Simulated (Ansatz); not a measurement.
# CH5AsS: the cost of one run

Program: the Python package of Ansatz 0.2.0. The levels of theory stand in the script. These are calculated values, not measurements.

## 1. The system

Bond lengths: C1–S2 1.782 Å, S2–As3 2.253 Å, C1–H4 1.095 Å, C1–H5 1.083 Å, C1–H6 1.182 Å, As3–H7 1.617 Å, As3–H8 1.569 Å. Angles: C1–S2–As3 91.4°, S2–C1–H4 113.1°, S2–C1–H5 114.7°, S2–C1–H6 108.8°, H4–C1–H5 106.6°, H4–C1–H6 106.5°, H5–C1–H6 106.8°, S2–As3–H7 92.5°, S2–As3–H8 92.7°, H7–As3–H8 89.1°.

The script reads ch5ass.xyz:

```xyz
8

C    -0.62350    1.01380   -0.35180
S    -0.75550   -0.19060    0.95540
As    0.61160   -1.60940   -0.13640
H    -0.96950    0.63720   -1.31950
H     0.37550    1.40110   -0.51000
H    -1.30980    1.93880   -0.08770
H     1.92660   -0.75410    0.25390
H     0.83670   -2.49390    1.14020
```

## 2. The script

basis_ch5ass.py

```python
'''Basis-set convergence for CH5AsS.'''

import warnings

import ansatz as az

params = {
    'xc': 'PBE0',
}

warnings.simplefilter('ignore', az.DeckWarning)

system = az.Crystal.molecule_from_extxyz('ch5ass.xyz')

calculation = system.calculation().functional(params['xc'])

energies = {}
for basis in ['cc-pVDZ', 'cc-pVTZ']:
    report = calculation.basis(gaussian=basis).run().report
    size = report['n_frozen'] + report['n_occupied'][0] + report['n_virtual'][0]
    energies[basis] = (report['reference_energy_ev'] / 27.211386246, report['free_energy_ev'] / 27.211386246)
    print(f'{basis:14s} {size:4d} orbitals  reference {energies[basis][0]:14.6f} Ha  total {energies[basis][1]:14.6f} Ha')

last = energies['cc-pVTZ'][1]
for basis, (_, total) in energies.items():
    print(f'{basis:14s} lies {27.211386 * (total - last):9.4f} eV above cc-pVTZ')
```

## 3. The input behind the calls

The package turns the script's settings into the engine's input (first run):

```yaml
crystal:
  periodic: [false, false, false]
  atoms:
    - { symbol: C, position_ang: [-0.6235, 1.0138, -0.3518] }
    - { symbol: S, position_ang: [-0.7555, -0.1906, 0.9554] }
    - { symbol: As, position_ang: [0.6116, -1.6094, -0.1364] }
    - { symbol: H, position_ang: [-0.9695, 0.6372, -1.3195] }
    - { symbol: H, position_ang: [0.3755, 1.4011, -0.51] }
    - { symbol: H, position_ang: [-1.3098, 1.9388, -0.0877] }
    - { symbol: H, position_ang: [1.9266, -0.7541, 0.2539] }
    - { symbol: H, position_ang: [0.8367, -2.4939, 1.1402] }
basis:
  gaussian:
    orbitals: cc-pVDZ
hamiltonian:
  xc: pbe0
```

## 4. Launch

Run with:

```sh
$ python basis_ch5ass.py
```

What time and memory should one allow on 1 thread of Arm Neoverse V2, shared host?

About 8.2 s, with a peak of 0.39 GiB.
